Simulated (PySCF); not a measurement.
**B2PLYP/STO-3G run of CH7ClSi2 (SMILES [SiH3]C[SiH2]Cl)**

Aim: the vertical singlet–triplet gap of CH7ClSi2 at B2PLYP/STO-3G, from 2 runs. The job is set up through a Python script.

The calculation is run with PySCF 2.14.0.

### 1 The molecule

CH7ClSi2 has 11 atoms, charge 0, and is taken as a singlet. As SMILES, `[SiH3]C[SiH2]Cl`. The shape is that of a PBE0-D4/def2-TZVP optimisation. This is one conformer, not always the lowest.

Bond lengths: Si1–C2 1.877 Å, C2–Si3 1.856 Å, Si3–Cl4 2.062 Å, Si1–H5 1.486 Å, Si1–H6 1.487 Å, Si1–H7 1.487 Å, C2–H8 1.095 Å, C2–H9 1.095 Å, Si3–H10 1.483 Å, Si3–H11 1.483 Å. Some angles: Si1–C2–Si3 114.4°, C2–Si3–Cl4 110.3°, Si1–C2–H8 108.8°, Si1–C2–H9 108.8°, Si3–C2–H8 108.7°, Si3–C2–H9 108.7°, C2–Si1–H5 110.5°, C2–Si1–H6 110.2°, C2–Si1–H7 110.2°, C2–Si3–H10 111.0°.

### 2 A single-point energy at B2PLYP/STO-3G

The input, job.py:

```python
from pyscf import gto, dft, mp

mol = gto.Mole()
mol.atom = '''
Si   1.006300   1.285600  -0.182900
C   -0.570400   0.282700  -0.356100
Si  -0.499800  -1.397400   0.429000
Cl  -2.287500  -2.388300   0.158700
H    0.854300   2.610700  -0.838800
H    1.323900   1.497600   1.254200
H    2.143300   0.566700  -0.816300
H   -1.397400   0.844300   0.091100
H   -0.797200   0.162700  -1.420800
H    0.561500  -2.228800  -0.187700
H   -0.271500  -1.292800   1.890200
'''
mol.verbose = 3
mol.max_memory = 1860
mol.basis = 'sto-3g'
mol.build()

mf = dft.RKS(mol)
mf.xc = '0.53*HF + 0.47*B88, 0.73*LYP'
mf.conv_tol = 1e-10
mf.grids.level = 4
mf.kernel()
if not mf.converged:
    mf = mf.newton().run(mf.mo_coeff, mf.mo_occ)

pt = mp.MP2(mf, frozen=16).run()
e_final = mf.e_tot + 0.27 * pt.e_corr
print('PT2 part  %.8f' % (0.27 * pt.e_corr))
print(f'total energy: {e_final:.8f} hartree')
```

Started as:

```bash
OMP_NUM_THREADS=1 python job.py
```

The log of the run:

```text
converged SCF energy = -1068.78963120318
E(RMP2) = -1068.96516233793  E_corr = -0.175531134749908
E(SCS-RMP2) = -1068.98652037079  E_corr = -0.196889167609919
PT2 part  -0.04739341
total energy: -1068.83702461 hartree
```

Wall time 10 s (1 thread of Arm Neoverse N1, shared host); peak memory 0.28 GiB.

### 3 The triplet

The input, calc.py:

```python
from pyscf import gto, dft, mp

mol = gto.M(
    atom='''
Si     1.901631     2.429432    -0.345631
C     -1.077900     0.534226    -0.672931
Si    -0.944485    -2.640703     0.810693
Cl    -4.322749    -4.513233     0.299900
H      1.614393     4.933508    -1.585102
H      2.501808     2.830054     2.370095
H      4.050250     1.070908    -1.542583
H     -2.640703     1.595496     0.172154
H     -1.506490     0.307458    -2.684923
H      1.061081    -4.211822    -0.354702
H     -0.513061    -2.443038     3.571960
''',
    charge=0,
    basis='sto-3g',
    spin=2,
    verbose=3,
    unit='bohr',
    max_memory=1860,
)

calc0 = dft.UKS(mol, xc='0.53*HF + 0.47*B88, 0.73*LYP')
calc0.grids.level = 4
calc0.conv_tol = 1e-10
calc0.kernel()
if not calc0.converged:
    calc0 = calc0.newton().run(calc0.mo_coeff, calc0.mo_occ)

pt = mp.MP2(calc0, frozen=16).run()
energy = calc0.e_tot + 0.27 * pt.e_corr
print('PT2 part  %.8f' % (0.27 * pt.e_corr))
print(f'total energy: {energy:.8f} hartree')
```

Started as:

```bash
OMP_NUM_THREADS=1 python calc.py
```

The log of the run:

```text
WARN: HOMO 0.103816584966421 >= LUMO -0.347750581233328

WARN: HOMO 0.132588705478602 >= LUMO -0.0920911777252615

WARN: HOMO 0.106037967997536 >= LUMO -0.125423688431931

WARN: HOMO 0.0838894949235696 >= LUMO -0.11951238877819

WARN: HOMO 0.0744378509518145 >= LUMO -0.111262833378659

WARN: HOMO 0.0684951049467586 >= LUMO -0.115621813156033

WARN: HOMO 0.0669484805005131 >= LUMO -0.116875703967396

WARN: HOMO 0.0652002883237105 >= LUMO -0.117449091077654

WARN: HOMO 0.0649258173403308 >= LUMO -0.117671571942986

WARN: HOMO 0.0649586475234529 >= LUMO -0.117761705943096

WARN: HOMO 0.0647683260145299 >= LUMO -0.117783810350541

WARN: HOMO 0.064796701616719 >= LUMO -0.117857255571475

WARN: HOMO 0.064806344258585 >= LUMO -0.117828219841092

WARN: HOMO 0.0648007000882186 >= LUMO -0.11783182435521

WARN: HOMO 0.0648008317750336 >= LUMO -0.117833434130676

WARN: HOMO 0.0648008699390424 >= LUMO -0.117833233767423

converged SCF energy = -1068.44199829801  <S^2> = 2.001392  2S+1 = 3.0009279
E(UMP2) = -1068.61695911413  E_corr = -0.174960816122918
E(SCS-UMP2) = -1068.63433725214  E_corr = -0.192338954133502
PT2 part  -0.04723942
total energy: -1068.48923772 hartree
```

Run time: 26 s. Hardware: 1 thread of Arm Neoverse N1, shared host; peak memory 0.3 GiB.

### 4 Outcome

At B2PLYP/STO-3G, 16 core orbitals frozen:

```
                                        quantity           value
                           singlet: total energy  -1068.83702 Eh
               singlet: dipole moment (SCF part)          2.83 D
      singlet: HOMO energy (SCF part's orbitals)        -7.57 eV
      singlet: LUMO energy (SCF part's orbitals)         6.50 eV
    singlet: HOMO–LUMO gap (SCF part's orbitals)        14.07 eV
                           triplet: total energy  -1068.48924 Eh
               triplet: dipole moment (SCF part)          0.75 D
                                   triplet: ⟨S²⟩           2.001
vertical energy of the triplet above the singlet        9.464 eV
```

In words: At this shape the triplet lies 9.46 eV (218 kcal/mol) above the singlet. In a minimal basis such a difference can be off by several eV, whatever the method.
